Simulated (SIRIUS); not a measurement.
# Co (P6_3/mmc) in SIRIUS: reference runs

Reference runs on Co: the cell as given.

Everything below comes from runs of SIRIUS 7.12.0. Logs are shortened: lines on timing, memory, paths and dates and some standing lists are left out, and cuts for length are marked. The log counts tension as positive stress, the text compression.

**1. The structure**

The structure is hexagonal, space group P6_3/mmc (No. 194). Conventional cell: a = 2.471 Å, b = 2.471 Å, c = 8.088 Å, α = 90.00°, β = 90.00°, γ = 120.00°. Around Co (site symmetry -6m2) lie 12 Co at 2.47 Å. Co (site symmetry -3m) has 12 Co at 2.47 Å as nearest neighbours.

**2. Single point, PBEsol, collinear spin, ferromagnetic start**

sirius.json

```json
{
  "control": {
    "processing_unit": "cpu",
    "verbosity": 2,
    "num_bands_to_print": 46,
    "print_forces": true,
    "print_stress": true
  },
  "parameters": {
    "electronic_structure_method": "pseudopotential",
    "xc_functionals": ["XC_GGA_X_PBE_SOL", "XC_GGA_C_PBE_SOL"],
    "gk_cutoff": 9.8,
    "pw_cutoff": 19.6,
    "ngridk": [12, 12, 4],
    "shiftk": [0, 0, 0],
    "smearing": "fermi_dirac",
    "smearing_width": 0.0018374661,
    "num_bands": 46,
    "num_mag_dims": 1,
    "num_dft_iter": 100,
    "energy_tol": 1e-08,
    "density_tol": 1e-06
  },
  "iterative_solver": {
    "type": "davidson",
    "min_tolerance": 1e-10
  },
  "mixer": {
    "type": "anderson",
    "beta": 0.5,
    "max_history": 8
  },
  "settings": {
    "tol_ne": 1e-10,
    "pseudo_grid_cutoff": 6.5,
    "smooth_initial_mag": true
  },
  "unit_cell": {
    "lattice_vectors": [
      [1.0, 0.0, 0.0],
      [-0.50000000002, 0.866025403793, 0.0],
      [0.0, 0.0, 3.273843974488]
    ],
    "lattice_vectors_scale": 4.6686851399,
    "atom_coordinate_units": "lattice",
    "atom_types": ["Co"],
    "atom_files": {
      "Co": "Co.json"
    },
    "atoms": {
      "Co": [
        [0.6666666667, 0.3333333333, 0.75, 0.0, 0.0, 2.0],
        [0.0, 0.0, 0.5, 0.0, 0.0, 2.0],
        [0.3333333333, 0.6666666667, 0.25, 0.0, 0.0, 2.0],
        [0.0, 0.0, 0.0, 0.0, 0.0, 2.0]
      ]
    }
  }
}
```

Potentials or basis: PseudoDojo 0.4.1 PBEsol standard (scalar relativistic).

Command:

```bash
upf_to_json Co.upf
OMP_NUM_THREADS=4 sirius.scf --input=sirius.json --output=out.json --task=0
```

The log of the run:

```text
[info] SIRIUS version : 7.12.0
[info] number of MPI ranks           : 1
[info] MPI grid                      : 1 1
[info] maximum number of OMP threads : 4
[fft] FFT context for density and potential
[fft] =====================================
[fft]   comm size                             : 1
[fft]   plane wave cutoff                     : 19.6
[fft]   grid size                             : 32 32 100   total : 102400
[fft]   grid limits                           : -15 16   -15 16   -49 50
[fft]   number of G-vectors within the cutoff : 18393
[fft]   local number of G-vectors             : 18393
[fft]   number of G-shells                    : 1956
[fft] FFT context for coarse grid
[fft] =====================================
[fft]   comm size                             : 1
[fft]   plane wave cutoff                     : 19.6
[fft]   grid size                             : 32 32 100   total : 102400
[fft]   grid limits                           : -15 16   -15 16   -49 50
[fft]   number of G-vectors within the cutoff : 18393
[fft]   local number of G-vectors             : 18393
[fft]   number of G-shells                    : 1956
[unit cell] lattice vectors
[unit cell]   a1 :       4.6686851399      0.0000000000      0.0000000000
[unit cell]   a2 :      -2.3343425700      4.0431999335      0.0000000000
[unit cell]   a3 :       0.0000000000      0.0000000000     15.2845467140
[unit cell] reciprocal lattice vectors
[unit cell]   b1 :       1.3458147463      0.7770065061     -0.0000000000
[unit cell]   b2 :       0.0000000000      1.5540130121      0.0000000000
[unit cell]   b3 :       0.0000000000     -0.0000000000      0.4110809057
[unit cell] unit cell volume :       288.51763711 [a.u.^3]
[unit cell] 1/sqrt(omega)    :         0.05887268
[unit cell] MT volume        :         0.00000000 ( 0.00%)
[unit cell] IT volume        :       288.51763711 (100.00%)
[unit cell] number of atom types : 1
[unit cell] type id : 0 symbol : Co mt_radius :  13.870000 num_atoms : 4
[unit cell] total number of atoms : 4
[unit cell] number of symmetry classes : 2
[unit cell] number of PAW atoms : 0
[unit cell] atom id  type id  class id             position                      vector_field
[unit cell] ------------------------------------------------------------------------------------------
[unit cell]      0        0        0      0.66667   0.33333   0.75000      0.00000   0.00000   2.00000
[unit cell]      1        0        1      0.00000   0.00000   0.50000      0.00000   0.00000   2.00000
[unit cell]      2        0        0      0.33333   0.66667   0.25000      0.00000   0.00000   2.00000
[unit cell]      3        0        1      0.00000   0.00000   0.00000      0.00000   0.00000   2.00000
[unit cell] atom id         position (Cartesian, a.u.)
[unit cell] ---------------------------------------------
[unit cell]      0       2.334343    1.347733   11.463410
[unit cell]      1       0.000000    0.000000    7.642273
[unit cell]      2      -0.000000    2.695467    3.821137
[unit cell]      3       0.000000    0.000000    0.000000
[unit cell] class id : 0 atom id : 0 2
[unit cell] class id : 1 atom id : 1 3
[unit cell] minimum bond length:     4.668685
[unit cell] total number of pseudo wave-functions: 40
[sym] space group number   : 194
[sym] international symbol : P6_3/mmc
[sym] Hall symbol          : -P 6c 2c
[sym] space group transformation matrix :
[sym]   1.0000  0.0000  0.0000
[sym]   0.0000  1.0000  0.0000
[sym]   0.0000  0.0000  1.0000
[sym] space group origin shift :
[sym]   0.0000  0.0000  0.0000
[sym] number of space group operations  : 24
[sym] number of magnetic group operations : 24
[sym] metric tensor error: 8.7186e-10
[sym] rotation matrix error: 4.6188e-11
[sym] symmetry operations
[... list of symmetry operations ...]
[atom type] label          : Co
[atom type] --------------------------------------------------------------------------------
[... 331 lines left out ...]
[diagonalize] ik:   55   -2.803086   -2.803086   -2.801848   -2.801848   -1.465212   -1.465212   -1.464501   -1.464501   -1.461778   -1.461778   -1.461195   -1.461195   -1.459112   -1.459112   -1.457494   -1.457494    0.548706    0.548706    0.555676    0.555676    0.566263    0.566263    0.579060    0.579060    0.602066    0.602066    0.608782    0.608782    0.635927    0.635927    0.656495    0.656495    0.678312    0.678312    0.689407    0.689407    0.826382    0.826382    0.911667    0.911667    0.993791    0.993791    1.036654    1.036654    1.119307    1.119307
[diagonalize]            -2.738297   -2.738297   -2.737815   -2.737815   -1.397724   -1.397724   -1.396963   -1.396963   -1.394261   -1.394261   -1.393163   -1.393163   -1.391107   -1.391107   -1.389772   -1.389772    0.592672    0.592672    0.596796    0.596796    0.612869    0.612869    0.623258    0.623258    0.653648    0.653648    0.658913    0.658913    0.699158    0.699158    0.725562    0.725562    0.747718    0.747718    0.758783    0.758783    0.864027    0.864027    0.937653    0.937653    1.018462    1.018462    1.058966    1.058966    1.140490    1.140490
[diagonalize] ik:   56   -2.803023   -2.803023   -2.801812   -2.801812   -1.464851   -1.464851   -1.463850   -1.463850   -1.462350   -1.462350   -1.462152   -1.462152   -1.459154   -1.459154   -1.457657   -1.457657    0.554823    0.554823    0.564747    0.564747    0.568399    0.568399    0.571800    0.571800    0.600710    0.600710    0.602574    0.602574    0.638781    0.638781    0.653809    0.653809    0.680047    0.680047    0.685181    0.685181    0.893873    0.893873    0.915668    0.915668    0.936808    0.936808    1.048256    1.048257    1.112180    1.112180
[diagonalize]            -2.738202   -2.738202   -2.737807   -2.737807   -1.397236   -1.397236   -1.396368   -1.396368   -1.394839   -1.394839   -1.394383   -1.394383   -1.390769   -1.390769   -1.390166   -1.390166    0.605812    0.605812    0.609775    0.609775    0.609879    0.609879    0.613110    0.613110    0.650716    0.650716    0.653428    0.653428    0.703007    0.703007    0.722996    0.722996    0.749562    0.749562    0.753788    0.753788    0.923078    0.923078    0.942303    0.942303    0.965330    0.965330    1.069235    1.069235    1.133159    1.133160
[find] Charges and magnetic moments
[find] --------------------------------------------------------------------------------
[find] atom                moment                |moment|
[find] --------------------------------------------------------------------------------
[find]    0 [  0.00000,   0.00000,   1.57091]    1.570907
[find]    1 [  0.00000,   0.00000,   1.57293]    1.572932
[find]    2 [  0.00000,   0.00000,   1.61322]    1.613224
[... 9 lines left out ...]
[find] <rho|V^{H}>                    :     297.46127599
[find] one-electron contribution      :    -247.72627525 (Ha),    -495.45255050 (Ry)
[find] hartree contribution           :     148.73063799
[find] xc contribution                :    -111.27648027
[find] ewald contribution             :    -401.04025214
[find] PAW contribution               :       0.00000000
[find] smearing (-TS)                 :      -0.00122779
[find] SCF correction                 :      -0.00000040
[find] Total energy                   :    -611.31237007 (Ha),   -1222.62474014 (Ry)
[find] Free energy (E-TS)             :    -611.31359786 (Ha),   -1222.62719572 (Ry)
[find] band gap (eV)                  :       0.00000000
[find] Efermi                         :       0.71343961
[find] iteration : 17, RMS (target) : 3.8592e-07 (1.0000e-06) , energy difference (target) : -1.0103e-09 (1.0000e-08)
[find] bands are converged : true
[find] iterative solver converged : false
[find] converged after 18 SCF iterations!
[find] Charges and magnetic moments
[find] --------------------------------------------------------------------------------
[find] atom                moment                |moment|
[find] --------------------------------------------------------------------------------
[find]    0 [  0.00000,   0.00000,   1.57091]    1.570907
[find]    1 [  0.00000,   0.00000,   1.57293]    1.572932
[find]    2 [  0.00000,   0.00000,   1.61322]    1.613224
[find]    3 [  0.00000,   0.00000,   1.57293]    1.572932
[find] total charge          : 68.000000
[find] total moment          : [  0.00000,   0.00000,   6.60035], magnitude : 6.600345
[find] Energy
[find] --------------------------------------------------------------------------------
[find] valence_eval_sum               :     -34.11193598
[find] <rho|V^{XC}>                   :     -83.58549063
[find] <rho|E^{XC}>                   :    -111.27648027
[find] <mag|B^{XC}>                   :      -0.26144609
[find] <rho|V^{H}>                    :     297.46127599
[find] one-electron contribution      :    -247.72627525 (Ha),    -495.45255050 (Ry)
[find] hartree contribution           :     148.73063799
[find] xc contribution                :    -111.27648027
[find] ewald contribution             :    -401.04025214
[find] PAW contribution               :       0.00000000
[find] smearing (-TS)                 :      -0.00122779
[find] SCF correction                 :      -0.00000040
[find] Total energy                   :    -611.31237007 (Ha),   -1222.62474014 (Ry)
[find] Free energy (E-TS)             :    -611.31359786 (Ha),   -1222.62719572 (Ry)
[find] band gap (eV)                  :       0.00000000
[find] Efermi                         :       0.71343961
[ground_state] === stress tensor components [kbar] ===
[ground_state] === stress_kin ===
[ground_state] -184018.940648   -0.000004   -0.000000
[ground_state]    -0.000004-184018.940645   -0.000000
[ground_state]    -0.000000   -0.000000-183797.348090
[ground_state] === stress_har ===
[ground_state] -50620.339438   -0.000001   -0.000000
[ground_state]    -0.000001-50620.339437   -0.000000
[ground_state]    -0.000000   -0.000000-50424.429510
[ground_state] === stress_ewald ===
[ground_state] 136226.713533    0.000003   -0.000000
[ground_state]     0.000003136226.713530    0.000000
[ground_state]    -0.000000    0.000000136499.389440
[ground_state] === stress_vloc ===
[ground_state] 10452.506630    0.000000    0.000000
[ground_state]     0.00000010452.506630   -0.000000
[ground_state]     0.000000   -0.000000 9890.386249
[ground_state] === stress_xc ===
[ground_state] -27417.758442   -0.000001    0.000000
[ground_state]    -0.000001-27417.758442    0.000000
[ground_state]     0.000000    0.000000-27416.662263
[ground_state] === stress_core ===
[ground_state] 54997.159238    0.000001   -0.000000
[ground_state]     0.00000154997.159237    0.000000
[ground_state]    -0.000000    0.00000054995.056237
[ground_state] === stress_nonloc ===
[ground_state] 60425.090054    0.000001    0.000000
[ground_state]     0.00000160425.090052    0.000000
[ground_state]     0.000000    0.00000060338.016103
[ground_state] === stress_us_nl ===
[ground_state] 60425.090054    0.000001    0.000000
[ground_state]     0.00000160425.090052    0.000000
[ground_state]     0.000000    0.00000060338.016103
[ground_state] === stress_total ===
[ground_state]    44.430927    0.000000   -0.000000
[ground_state]     0.000000   44.430927    0.000000
[ground_state]    -0.000000    0.000000   84.408166
[ground_state] ==== total Forces in Ha/bohr =====
[ground_state] atom:    0, force:       0.0000000     -0.0000000      0.0000000
[ground_state] atom:    1, force:       0.0000000      0.0000000      0.0000000
[ground_state] atom:    2, force:      -0.0000000      0.0000000      0.0000000
[ground_state] atom:    3, force:       0.0000000      0.0000000      0.0000000
[ground_state] ==== ultrasoft contribution from Qij =====
[ground_state] atom:    0, force:       0.0000000      0.0000000      0.0000000
[ground_state] atom:    1, force:       0.0000000      0.0000000      0.0000000
[ground_state] atom:    2, force:       0.0000000      0.0000000      0.0000000
[ground_state] atom:    3, force:       0.0000000      0.0000000      0.0000000
[ground_state] ==== non-local contribution from Beta-projector =====
[ground_state] atom:    0, force:       0.0000000     -0.0000000      0.0000000
[ground_state] atom:    1, force:       0.0000000      0.0000000      0.0000000
[ground_state] atom:    2, force:      -0.0000000      0.0000000      0.0000000
[ground_state] atom:    3, force:       0.0000000      0.0000000      0.0000000
[ground_state] ==== contribution from local potential =====
[ground_state] atom:    0, force:       0.0000000      0.0000000      0.0000000
[ground_state] atom:    1, force:       0.0000000      0.0000000      0.0000000
[ground_state] atom:    2, force:      -0.0000000      0.0000000      0.0000000
[ground_state] atom:    3, force:       0.0000000      0.0000000      0.0000000
[ground_state] ==== contribution from core density =====
[ground_state] atom:    0, force:       0.0000000      0.0000000      0.0000000
[ground_state] atom:    1, force:       0.0000000      0.0000000      0.0000000
[ground_state] atom:    2, force:      -0.0000000     -0.0000000      0.0000000
[ground_state] atom:    3, force:       0.0000000      0.0000000      0.0000000
[ground_state] ==== Ewald forces from ions =====
[ground_state] atom:    0, force:      -0.0000000      0.0000000      0.0000000
[ground_state] atom:    1, force:       0.0000000      0.0000000      0.0000000
[ground_state] atom:    2, force:       0.0000000     -0.0000000      0.0000000
[ground_state] atom:    3, force:       0.0000000      0.0000000      0.0000000
[~DFT_ground_state] local op. applied: 186744
[~DFT_ground_state] evp. work count: 16620.2
[~DFT_ground_state] number of iterative solver steps: 3470
```

It took 1.8 min on 4 threads of Intel Xeon 6975P-C (Granite Rapids), shared host; peak memory 1 GiB.

What came out:

```
Free energy            : -16634.6904 eV
Pressure               : -5.8 GPa
Band gap on the k mesh : none (metal or under the smearing width)
Net moment             : 6.60 μB per cell
Absolute moment        : 7.16 μB per cell
```
